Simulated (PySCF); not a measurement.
# C3H5F3Si: the cost of one run

The runs use PySCF 2.14.0, with density-fitted response routines of our own; the level of theory stands in each step. All values are computed, except where a source is named. Atoms count from 0, in the outputs and in this text.

## 1. Starting geometry

12 atoms, charge 0, multiplicity 1; geometry from: GFN2-xTB. The atoms were then displaced at random by about 0.01 Å, so the start is not that level's minimum.

Bonds of the start (Å): F0–C1 1.35, C1–C2 1.48, C2–F3 1.37, C2–C4 1.34, C4–F5 1.34, C4–Si6 1.92, C1–H7 1.08, C1–H8 1.07, Si6–H9 1.45, Si6–H10 1.45, Si6–H11 1.46.

## 2. Relaxing the molecule at PBE0-D3(BJ)/def2-SVP

The job: settings as JSON, then the geometry in Å.

```
{"job": {"xc": "PBE0", "basis": "def2-SVP", "d3": "d3bj", "grid": 1, "shake": 0.01, "kind": "geom"}, "charge": 0, "multiplicity": 1}
F     -2.580600     1.225390    -0.171420
C     -2.108730    -0.016280     0.054920
C     -0.660640     0.039690     0.371210
F     -0.329730     0.303560     1.674050
C      0.383570    -0.136030    -0.457600
F      0.092210    -0.399150    -1.740450
Si     2.248560    -0.024530    -0.017130
H     -2.652090    -0.417110     0.895650
H     -2.273900    -0.588380    -0.834330
H      2.891690    -0.948130    -0.930560
H      2.648270     1.356360    -0.237530
H      2.381070    -0.423650     1.384150
```

On the command line:

```sh
$ OMP_NUM_THREADS=1 python probes_run.py task.json out
```

One launch serves the whole session: the jobs run in the order shown.

Q: Estimate the wall time and peak memory of this first job on 1 thread of Arm Neoverse V1, shared host.

About 99 s, with a peak of 0.53 GiB.
